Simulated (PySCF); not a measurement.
# C₅H₅F₂NO: a tour of settings, part 2 of 2

PySCF 2.14.0. Atoms count from 0.

## Step 6: Indirect couplings: PBE0/cc-pVDZ

What the job is given:

```
{"job": {"kind": "j", "xc": "PBE0", "basis": "cc-pVDZ", "scf": {"conv": 1e-11}}, "charge": 0, "multiplicity": 1}
F     -3.200290    -0.217959     0.533694
C     -1.940583     0.273066     0.492824
F     -1.629901     0.624052     1.763087
C     -0.970316    -0.789824    -0.022821
C      0.391993    -0.211246    -0.173494
C      1.504239    -0.239847     0.618974
C      2.436491     0.548026    -0.094139
N      1.915376     0.996716    -1.199458
O      0.648324     0.535163    -1.261966
H     -1.949501     1.187782    -0.119405
H     -0.949851    -1.618202     0.686810
H     -1.340102    -1.140814    -0.987952
H      1.637245    -0.737413     1.555191
H      3.446198     0.790026     0.166575
```

With the program's defaults for keys left out, this is: PBE0/cc-pVDZ indirect spin-spin coupling, non-relativistic, gas phase.

Standard output:

```text
final grid: 128312 points
cycle   1  E = -522.5223057706  dE =  1.706e+00  |g| = 7.708e-01  |ddm| = 7.124e+00
cycle   2  E = -522.4263837948  dE =  9.592e-02  |g| = 1.092e+00  |ddm| = 2.390e+00
cycle   3  E = -522.6281556430  dE = -2.018e-01  |g| = 9.451e-02  |ddm| = 1.413e+00
cycle   4  E = -522.6294028068  dE = -1.247e-03  |g| = 5.801e-02  |ddm| = 2.026e-01
cycle   5  E = -522.6301485887  dE = -7.458e-04  |g| = 1.547e-02  |ddm| = 9.327e-02
cycle   6  E = -522.6301995149  dE = -5.093e-05  |g| = 4.837e-03  |ddm| = 2.707e-02
cycle   7  E = -522.6302043431  dE = -4.828e-06  |g| = 1.309e-03  |ddm| = 7.833e-03
cycle   8  E = -522.6302047390  dE = -3.960e-07  |g| = 3.948e-04  |ddm| = 2.242e-03
cycle   9  E = -522.6302047693  dE = -3.031e-08  |g| = 2.052e-04  |ddm| = 6.711e-04
cycle  10  E = -522.6302047770  dE = -7.644e-09  |g| = 5.193e-05  |ddm| = 2.576e-04
cycle  11  E = -522.6302047775  dE = -5.125e-10  |g| = 1.419e-05  |ddm| = 7.608e-05
cycle  12  E = -522.6302047775  dE = -4.206e-11  |g| = 5.439e-06  |ddm| = 2.217e-05
cycle  13  E = -522.6302047775  dE = -3.865e-12  |g| = 3.488e-06  |ddm| = 1.206e-05
cycle  14  E = -522.6302047775  dE = -1.137e-12  |g| = 2.811e-07  |ddm| = 4.655e-06
converged SCF energy = -522.6302047775

Indirect spin-spin couplings (Hz)
  i      j    bonds     total        FC       PSO       DSO        SD
  0 F    1 C    1   -234.214  -237.232    -8.927     1.137    10.808
  0 F    2 F    2    311.822   122.272   113.463    -0.408    76.494
  0 F    3 C    2     32.600    35.096    -3.219     0.058     0.666
  0 F    4 C    3     15.493    16.023    -0.431    -0.184     0.085
  0 F    5 C    4      1.363     1.488     0.217    -0.222    -0.120
  0 F    6 C    5      0.433     0.507     0.195    -0.237    -0.032
  0 F    7 N    5     -0.177    -0.139    -0.166     0.098     0.029
  0 F    8 O    4     -0.623    -0.503    -0.292     0.074     0.099
  0 F    9 H    2     47.258    50.455     1.022    -0.748    -3.471
  0 F   10 H    3      2.126     2.515    -0.020    -0.020    -0.348
  0 F   11 H    3      1.063     0.286     1.014     0.237    -0.475
  0 F   12 H    5     -0.509    -0.185     0.550    -0.749    -0.126
  0 F   13 H    6     -0.176     0.123     0.633    -0.924    -0.008
  1 C    2 F    1   -235.656  -237.915    -9.620     1.173    10.707
  1 C    9 H    1    176.516   175.858    -0.880     1.537         -
  1 C   10 H    2     -6.042    -6.085    -0.139     0.182         -
  1 C   11 H    2     -2.167    -2.262    -0.126     0.221         -
  1 C   12 H    4     -1.075    -1.081     0.056    -0.050         -
  1 C   13 H    5      0.319     0.375     0.151    -0.206         -
  2 F    3 C    2     21.080    22.454    -2.377     0.075     0.928
  2 F    4 C    3     -0.556    -1.025     0.109     0.230     0.130
  2 F    9 H    2     49.884    53.095     0.945    -0.624    -3.532
  2 F   10 H    3      7.206     7.205     0.152     0.291    -0.442
  2 F   11 H    3     20.085    22.364    -0.140    -1.921    -0.217
  2 F   13 H    6     -0.152    -0.030     0.453    -0.568    -0.007
  3 C    9 H    2      7.551     7.618    -0.080     0.013         -
  3 C   10 H    1    148.368   146.829     0.416     1.124         -
  3 C   11 H    1    147.182   145.599     0.477     1.106         -
  3 C   12 H    3      0.605     0.654    -0.038    -0.012         -
  3 C   13 H    4     -0.372    -0.239     0.222    -0.355         -
  4 C    9 H    3      1.302     1.169    -0.174     0.307         -
  4 C   10 H    2     -0.673    -0.561    -0.305     0.192         -
  4 C   11 H    2     -7.700    -7.656    -0.203     0.159         -
  4 C   12 H    2      7.049     8.323    -1.016    -0.258         -
  4 C   13 H    3      3.519     4.009     0.055    -0.545         -
  5 C    9 H    4     -0.155    -0.150     0.123    -0.128         -
  5 C   10 H    3      1.003     1.174    -0.303     0.133         -
  5 C   11 H    3      3.319     3.454     0.216    -0.351         -
  5 C   12 H    1    166.479   165.499    -0.050     1.031         -
  5 C   13 H    2      7.685     8.495    -0.425    -0.386         -
  6 C   10 H    4     -0.765    -0.637     0.130    -0.258         -
  6 C   11 H    4     -1.033    -0.831     0.132    -0.334         -
  6 C   12 H    2      3.810     4.689    -0.538    -0.341         -
  6 C   13 H    1    169.850   169.264    -0.454     1.040         -
  7 N   11 H    4     -0.474    -0.628     0.025     0.129         -
  7 N   12 H    3     -0.633    -0.818    -0.068     0.253         -
  7 N   13 H    2    -10.322   -11.635     1.157     0.157         -
  8 O   10 H    3     -3.616    -3.821     0.002     0.204         -
  8 O   11 H    3     -0.843    -0.880     0.168    -0.130         -
  8 O   12 H    3     -1.904    -2.177    -0.054     0.328         -
  8 O   13 H    3     -5.001    -5.593     0.221     0.370         -
  9 H   10 H    3      5.531     6.381     1.773    -2.623         -
  9 H   11 H    3      0.511     0.338     0.270    -0.098         -
  9 H   12 H    5     -0.234     0.061     0.686    -0.981         -
  9 H   13 H    6     -0.310    -0.025     0.551    -0.836         -
 10 H   11 H    2    -12.272   -12.054     1.545    -1.763         -
 10 H   13 H    5      0.190     0.555     0.761    -1.126         -
 11 H   12 H    4     -1.222    -0.797     0.952    -1.377         -
 11 H   13 H    5      0.182     0.676     0.920    -1.413         -
 12 H   13 H    3      0.419     0.768     0.682    -1.031         -
```

Run time: 50 s. Hardware: 1 thread, shared host.

The basis is not made for couplings: without tight functions at the nuclei these values are rough.

A choice of the couplings up to four bonds, sorted by the number of bonds, with means over like pairs; isotopes 13C, 19F, 1H, 15N, 17O:

```csv
pair,bonds,J (Hz),Fermi contact (Hz),dihedral (°)
F0–C1,1,-234.9,-237.6,–
C1–H9,1,176.5,175.9,–
C6–H13,1,169.8,169.3,–
C5–H12,1,166.5,165.5,–
C3–H10,1,147.8,146.2,–
F0–F2,2,311.8,122.3,–
F0–H9,2,48.6,51.8,–
F0–C3,2,26.8,28.8,–
H10–H11,2,-12.3,-12.1,–
N7–H13,2,-10.3,-11.6,–
C5–H13,2,7.7,8.5,–
C3–H9,2,7.6,7.6,–
C4–H12,2,7.0,8.3,–
C4–H10,2,-4.2,-4.1,–
F0–H10,3,11.1,12.4,–
F0–C4,3,7.5,7.5,–
O8–H13,3,-5.0,-5.6,180
F0–H11,3,4.1,3.7,55
C4–H13,3,3.5,4.0,-180
H9–H10,3,3.0,3.4,–
O8–H10,3,-2.2,-2.4,–
C5–H10,3,2.2,2.3,–
O8–H12,3,-1.9,-2.2,180
C1–H12,4,-1.1,-1.1,–
```

Where two rows join the same classes of atoms, they are the two kinds of pair (J and J′ of an AA′XX′ pattern), each a mean over its own pairs alone.

The spin-dipole term was solved for some atoms only; pairs without it lack that part.

The response was solved for the nuclei of F, H alone, so couplings that need other nuclei can be missing.

Quadrupole couplings from the field gradients of the same density:

```csv
atom,isotope,eQq/h (MHz),η
O8,17O,-9.637,0.19
N7,14N,-5.196,0.97
```

Shifts (PBE0/pcSseg-1, scaled to CDCl3) and these couplings together give the proton spectrum at 500 MHz below.

¹H NMR δ 7.92 (s, 1H), 6.18 (s, 1H), 6.00 (tt, J = 48.6, 2.2 Hz, 1H), 3.37 (m, 2H).

## Step 7: Comparing the runs: NMR shifts

Shifts (ppm) of some atoms, chosen among heavy atoms and hydrogens apart, means over like atoms, with basis size and wall time:

```csv
run,C4,C6,H13,H10,F0,N7,O8,functions,time
PBE0/pcSseg-1,173.1,154.3,8.29,3.47,-132.7,425.0,408.1,178,40 s
PBE0/def2-SVPD,162.7,144.0,8.24,3.42,-124.0,386.5,373.6,229,62 s
```

## Step 8: Run by run: electronic excitations

Excitations and ground-state properties, with basis size and wall time:

```csv
run,lowest singlet (eV),brightest (eV),f,gap (eV),α (Å³),μ (D),functions,time
PBE0/def2-SVPD,6.31,6.44,0.214,7.09,10.00,2.11,229,72 s
PBE0/STO-3G,6.80,7.00,0.109,7.71,4.82,1.79,50,8.6 s
```

## Step 9: Outcome

This closing draws on all 2 parts.

```
                                                                 quantity                                            value
                                   ¹³C shifts against TMS (PBE0/pcSseg-1)             173.1, 154.3, 121.2, 112.5, 37.8 ppm
   ¹H shifts against TMS (PBE0/pcSseg-1, means over atoms taken as alike)                       8.29, 6.44, 6.26, 3.47 ppm
¹⁹F shifts against CFCl3 (PBE0/pcSseg-1, means over atoms taken as alike)                                       -132.7 ppm
                                   ¹⁵N shifts against NH3 (PBE0/pcSseg-1)                                        425.0 ppm
                                   ¹⁷O shifts against H2O (PBE0/pcSseg-1)                                        408.1 ppm
                                          lowest singlet (PBE0/def2-SVPD)                      6.31 eV (197 nm), f = 0.008
                                 brightest single state of those computed                      state 2, 6.44 eV, f = 0.214
                                                           lowest triplet                                          4.21 eV
                             largest coupling of the table (PBE0/cc-pVDZ)                          ²J(F,F) F0–F2, 311.8 Hz
                                                 range of the shift of N7                               386.5 to 425.0 ppm
                                              range of the lowest singlet                                  6.31 to 6.80 eV
                                            property runs in this session  5, of which 0 failed and 1 gave unsound results
```

Single values in the summary come from the first run of each kind that ended normally (PBE0/pcSseg-1; PBE0/def2-SVPD; PBE0/cc-pVDZ), which need not be the best level. At PBE0/pcSseg-1: The widest tensor belongs to N7: span 469 ppm, with a paramagnetic part of -474 ppm. NICS(1)zz of -28 ppm above the planar ring from C4 marks a diatropic (aromatic) ring current. The first singlet state (HOMO−1→LUMO 0.97) lies at 6.31 eV and is weak; of the 6 states computed, the strongest absorption comes from state 2 at 6.44 eV. The lowest triplet lies 2.10 eV below the lowest singlet (triplets in Tamm-Dancoff, singlets in full TDDFT). In the run at PBE0/cc-pVDZ, the largest coupling of the table is F0–F2, 311.8 Hz, of which the Fermi-contact term gives 122.3 Hz. Couplings across rotatable bonds belong to this one conformer; where others are populated, the observed values are averages, and the simulated multiplets take (2 J gauche + J anti)/3 across rotating chain bonds. Density functionals describe couplings to fluorine poorly, F–F couplings above all, so those rows are rough. In ppm, N7 moves most: its shift spreads over 38.5 ppm, from 386.5 (PBE0/def2-SVPD) to 425.0 (PBE0/pcSseg-1). The lowest singlet runs from 6.31 eV (PBE0/def2-SVPD) to 6.80 eV (PBE0/STO-3G), while the orbital gap spans 7.09 to 7.71 eV. A minimal basis can't describe excited states, so its value is no measure of the functional. The lowest state need not be the same one in every run. Couplings from bases without tight functions are rough.
